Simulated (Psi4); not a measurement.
# CCSD(T)/def2-TZVPP (core potential) run of InF (SMILES [F][In])

Aim: the vertical singlet–triplet gap of InF at CCSD(T)/def2-TZVPP (core potential), from 2 runs. 

Program for the calculation: Psi4 1.11.

2 further runs of the same task are left out: 1 that didn't finish, 1 set aside as unsound or not needed.

### 1 The system as given

InF has 2 atoms, charge 0, and is taken as a singlet. SMILES: `[F][In]`. The coordinates come from a PBE0-D4/def2-TZVP relaxation.

Bond lengths: F1–In2 1.994 Å.

### 2 The energy at CCSD(T)/def2-TZVPP (core potential)

Input file run.py:

```python
import psi4

psi4.set_memory(1600000000)
psi4.set_num_threads(1)
psi4.core.set_output_file('fin.out', False)

mol = psi4.geometry("""
0 1
F      0.000000     0.000000     0.015910
In     0.000000     0.000000     2.009580
symmetry c1
no_reorient
no_com
""")

psi4.set_options({
    'basis': 'def2-TZVPP',
    'puream': True,
    'e_convergence': 1e-09,
    'd_convergence': 1e-08,
    'scf_type': 'pk',
    'num_frozen_docc': 5,
})

energy_value = psi4.energy('ccsd(t)', molecule=mol)
print('E =', round(energy_value, 9))
```

Started as:

```
$ python run.py
```

fin.out, cut to the lines that bear on the results:

```text
[...]
    !!!  WARNING: ECP capability is in beta. Please check occupations closely.  !!!
[...]
  Running in c1 symmetry.
[...]
  Nuclear repulsion =   50.166021867525714
[...]
  Multiplicity = 1
[...]
  Nalpha       = 15
  Nbeta        = 15
[...]
    Number of basis functions: 81
[...]
   @RHF iter   1:  -288.63891158381205   -1.41911e+00   6.99209e-03 ADIIS/DIIS
[...]
   @RHF iter  11:  -288.75594630273542   -1.09708e-11   4.45901e-09 DIIS
[...]
    Orbital Energies [Eh]
    ---------------------
    Doubly Occupied:
       1A    -26.178538     2A     -5.383310     3A     -3.639719
       4A     -3.639719     5A     -3.631765     6A     -1.451018
       7A     -1.027353     8A     -1.027353     9A     -1.020068
      10A     -1.020068    11A     -1.017723    12A     -0.577326
      13A     -0.537932    14A     -0.537932    15A     -0.351048
[...]
  @RHF Final Energy:  -288.75594630273542
   => Energetics <=
    Nuclear Repulsion Energy =             50.1660218675257141
    One-Electron Energy =                -575.7621926779479509
    Two-Electron Energy =                 236.8402245076867985
    Total Energy =                       -288.7559463027354241
[...]
 Multipole Moments:
 ------------------------------------------------------------------------------------
     Multipole            Electronic (a.u.)      Nuclear  (a.u.)        Total (a.u.)
 ------------------------------------------------------------------------------------
 L = 1.  Multiply by 2.5417464519 to convert [e a0] to [Debye]
 Dipole X            :         -0.0000001            0.0000000           -0.0000001
 Dipole Y            :         -0.0000000            0.0000000           -0.0000000
 Dipole Z            :        -78.7294648           80.0192623            1.2897975
 Magnitude           :                                                    1.2897975
[...]
      * MP2 total energy                      = -289.278886480507538
[...]
      * CCSD total energy                     = -289.270858801746442
[...]
      * CCSD(T) total energy                  = -289.286077378813275
```

The script printed:

```text
E = -289.286077379
```

Run time: 26 s. Hardware: 1 thread of Intel Xeon Platinum 8259CL at 2.50GHz (Skylake/Cascade Lake), shared host; peak memory 0.48 GiB.

### 3 The triplet at the same level

Input file input.json:

```json
{
  "schema_name": "qcschema_input",
  "schema_version": 1,
  "molecule": {
    "schema_name": "qcschema_molecule",
    "schema_version": 2,
    "symbols": ["F", "In"],
    "geometry": [0.0, 0.0, 0.03006554, 0.0, 0.0, 3.79755583],
    "molecular_charge": 0,
    "molecular_multiplicity": 3,
    "fix_symmetry": "c1"
  },
  "driver": "energy",
  "model": {
    "method": "ccsd(t)",
    "basis": "def2-TZVPP"
  },
  "keywords": {
    "reference": "uhf",
    "puream": true,
    "e_convergence": 1e-09,
    "d_convergence": 1e-08,
    "scf_type": "pk",
    "num_frozen_docc": 5,
    "maxiter": 100
  }
}
```

Started as:

```
$ psi4 --qcschema input.json -n 1 --memory 1600MB
```

stdout, cut to the lines that bear on the results:

```text
[...]
    !!!  WARNING: ECP capability is in beta. Please check occupations closely.  !!!
[...]
  Running in c1 symmetry.
[...]
  Nuclear repulsion =   50.166021794843168
[...]
  Multiplicity = 3
[...]
  Nalpha       = 16
  Nbeta        = 14
[...]
    Number of basis functions: 81
[...]
   @UHF iter   1:  -288.54507400229670   -1.32352e+00   6.58495e-03 ADIIS/DIIS
[...]
   @UHF iter  14:  -288.65345801897865   -2.95586e-12   6.18492e-09 DIIS
[...]
   @S^2 Observed:                2.006295563E+00
[...]
    Orbital Energies [Eh]
    ---------------------
    Alpha Occupied:
       1A    -26.214216     2A     -5.429580     3A     -3.687881
       4A     -3.682303     5A     -3.679506     6A     -1.487245
       7A     -1.074367     8A     -1.072417     9A     -1.071042
      10A     -1.064372    11A     -1.063504    12A     -0.621679
      13A     -0.578272    14A     -0.567383    15A     -0.451969
      16A     -0.240255
    Alpha Virtual:
      17A     -0.009718    18A      0.050470    19A      0.116470
      20A      0.127418    21A      0.162733    22A      0.226583
      23A      0.227422    24A      0.248254    25A      0.269319
[...]
  @UHF Final Energy:  -288.65345801897865
   => Energetics <=
    Nuclear Repulsion Energy =             50.1660217948431679
    One-Electron Energy =                -574.5460898929646874
    Two-Electron Energy =                 235.7266100791429153
    Total Energy =                       -288.6534580189786539
  UHF NO Occupations:
  HONO-2 :   14  A 1.9983588
  HONO-1 :   15  A 1.0000000
[...]
 Multipole Moments:
 ------------------------------------------------------------------------------------
     Multipole            Electronic (a.u.)      Nuclear  (a.u.)        Total (a.u.)
 ------------------------------------------------------------------------------------
 L = 1.  Multiply by 2.5417464519 to convert [e a0] to [Debye]
 Dipole X            :         -0.0000001            0.0000000           -0.0000001
 Dipole Y            :         -0.0000001            0.0000000           -0.0000001
 Dipole Z            :         19.2993204          -17.8711737            1.4281467
 Magnitude           :                                                    1.4281467
[...]
      * MP2 total energy                      = -289.136352327093448
[...]
      * CCSD total energy                     = -289.132754353268751
[...]
      * CCSD(T) total energy                     = -289.146583239754932
[...]
```

The result, in JSON:

```text
{
 "driver": "energy",
 "model": {
  "method": "ccsd(t)",
  "basis": "def2-TZVPP"
 },
 "success": true,
 "return_result": -289.14658323975493,
 "properties": {
  "calcinfo_nbasis": 81,
  "calcinfo_nmo": 81,
  "calcinfo_nalpha": 16,
  "calcinfo_nbeta": 14,
  "calcinfo_natom": 2,
  "nuclear_repulsion_energy": 50.16602179484317,
  "return_energy": -289.14658323975493,
  "scf_one_electron_energy": -574.5460898929647,
  "scf_two_electron_energy": 235.72661007914292,
  "scf_dipole_moment": [-5.271522389691495e-08, -7.631897731539308e-08, 1.428146739677583],
  "scf_total_energy": -288.65345801897865,
  "scf_iterations": 14,
  "mp2_same_spin_correlation_energy": -0.15386354926466594,
  "mp2_opposite_spin_correlation_energy": -0.32903075885219685,
  "mp2_singles_energy": -4.531162240376682e-28,
  "mp2_doubles_energy": -0.4828943081168628,
  "mp2_correlation_energy": -0.4828943081168628,
  "mp2_total_energy": -289.13635232709345,
  "ccsd_same_spin_correlation_energy": -0.141324439953479,
  "ccsd_opposite_spin_correlation_energy": -0.33797189433865016,
  "ccsd_singles_energy": 1.3205315353723744e-17,
  "ccsd_doubles_energy": -0.47929633429212914,
  "ccsd_correlation_energy": -0.47929633429212914,
  "ccsd_total_energy": -289.13275435326875,
  "ccsd_iterations": 19,
  "ccsd_prt_pr_correlation_energy": -0.4931252207783164,
  "ccsd_prt_pr_total_energy": -289.14658323975493
 }
}
```

Run time: 1.8 min. Hardware: 1 thread of Intel Xeon Platinum 8259CL at 2.50GHz (Skylake/Cascade Lake), shared host; peak memory 0.53 GiB.

### 4 What came out

Level: CCSD(T)/def2-TZVPP (core potential), 5 core orbitals frozen.

| quantity | value |
| --- | --- |
| singlet: total energy | -289.28608 Eh |
| singlet: HOMO energy (Hartree–Fock orbitals) | -9.55 eV |
| singlet: LUMO energy (Hartree–Fock orbitals) | 0.54 eV |
| singlet: HOMO–LUMO gap (Hartree–Fock orbitals) | 10.10 eV |
| singlet: correlation energy (5 core orbitals frozen) | -530.1 mEh |
| singlet: (T) correction | -15.22 mEh |
| singlet: T1 diagnostic | 0.018 |
| triplet: total energy | -289.14658 Eh |
| triplet: HOMO energy (Hartree–Fock orbitals) (highest over α and β) | -6.54 eV |
| triplet: LUMO energy (Hartree–Fock orbitals) (lowest over α and β) | -1.55 eV |
| triplet: correlation energy (5 core orbitals frozen) | -493.1 mEh |
| triplet: (T) correction | -13.83 mEh |
| triplet: ⟨S²⟩ of the reference determinant | 2.006 |
| triplet: T1 diagnostic | 0.032 |
| vertical energy of the triplet above the singlet | 3.796 eV |

In words: At this shape the triplet lies 3.80 eV (88 kcal/mol) above the singlet. The triples (singlet) make up 2.9 % of the correlation energy. The triples (triplet) make up 2.8 % of the correlation energy.
